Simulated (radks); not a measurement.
**The first electron to leave Eu⁷⁺**

Aim: remove one electron from each of the outer sub-shells of Eu⁷⁺ ([Kr] 4d10 4f3 5s2 5p5) in turn, let the ion relax, and find the cheapest removal. The parent's configuration is the lowest that an earlier search found at this level.

Method: scalar-relativistic Kohn-Sham, r2SCAN, spin-polarised, spherical densities, finite nucleus; open shells are filled with parallel spins first. Code: radks (a radial shooting solver on a logarithmic mesh, Libxc functionals) version 1.

5 further runs of the same task are left out: 1 that didn't finish, 4 set aside as unsound or not needed.

## (1) What is computed

- element: europium (Z = 63)
- charge: +7
- electrons: 56
- configuration: [Kr] 4d10 4f3 5s2 5p5
- nuclear rms radius: 5.1115 fm

Outer shells as boxes (Hund's rule):

Eu⁷⁺
```
[Kr] core
4d [↑↓][↑↓][↑↓][↑↓][↑↓]
4f [↑ ][↑ ][↑ ][  ][  ][  ][  ]
5s [↑↓]
5p [↑↓][↑↓][↑ ]
```

## (2) The parent, Eu⁷⁺

The parent was computed earlier with the same settings: E = -10832.047456 hartree. Its outer levels (eV):

| level | occupation | energy (eV) |
| --- | --- | --- |
| 4d up | 5 | -258.46 |
| 4d down | 5 | -254.11 |
| 5s up | 1 | -144.19 |
| 5s down | 1 | -140.98 |
| 4f up | 3 | -118.22 |
| 5p up | 3 | -117.32 |
| 5p down | 2 | -114.55 |
| 4f down | 0 | -113.81 |

## (3) Remove 5p: [Kr] 4d10 4f3 5s2 5p4

The run's settings:

```text
Z 63
configuration [Kr] 4d10 4f3 5s2 5p4
relativity scalar-relativistic
functional r2scan,r2scan
spin polarised
nucleus finite rms 5.1115 fm
c 137.035999084
```

## (4) Remove 4f: [Kr] 4d10 4f2 5s2 5p5

The run's settings:

```text
Z 63
configuration [Kr] 4d10 4f2 5s2 5p5
relativity scalar-relativistic
functional r2scan,r2scan
spin polarised
nucleus finite rms 5.1115 fm
c 137.035999084
```

## (5) Remove 5s: [Kr] 4d10 4f3 5s1 5p5

The run's settings:

```text
Z 63
configuration [Kr] 4d10 4f3 5s1 5p5
relativity scalar-relativistic
functional r2scan,r2scan
spin polarised
nucleus finite rms 5.1115 fm
c 137.035999084
```

## (6) Remove 4d: [Kr] 4d9 4f3 5s2 5p5

The run's settings:

```text
Z 63
configuration [Kr] 4d9 4f3 5s2 5p5
relativity scalar-relativistic
functional r2scan,r2scan
spin polarised
nucleus finite rms 5.1115 fm
c 137.035999084
```

Q: Predict the outcome of this session. Wanted: for each run, case; final configuration; Δ-SCF; −ε of the level emptied.

The runs gave:

| case | final configuration | Δ-SCF (eV) | −ε of the level emptied (eV) |
| --- | --- | --- | --- |
| remove 5p | [Kr] 4d10 4f3 5s2 5p4 | 121.90 | 114.55 |
| remove 4f | [Kr] 4d10 4f2 5s2 5p5 | 131.13 | 118.22 |
| remove 5s | [Kr] 4d10 4f3 5s1 5p5 | 148.88 | 140.98 |
| remove 4d | [Kr] 4d9 4f3 5s2 5p5 | 267.63 | 254.11 |

The 5p electron leaves first, at 121.90 eV; the next cheapest, 4f, costs 131.13 eV. 5p is also the highest occupied level of the parent. NIST lists 120 eV (theoretical); its ground configuration differs from the one found lowest here for the parent and the ion. Open shells are spherical and high-spin; term and fine-structure splittings are not resolved. Spin-orbit splitting is averaged out at the scalar-relativistic level.
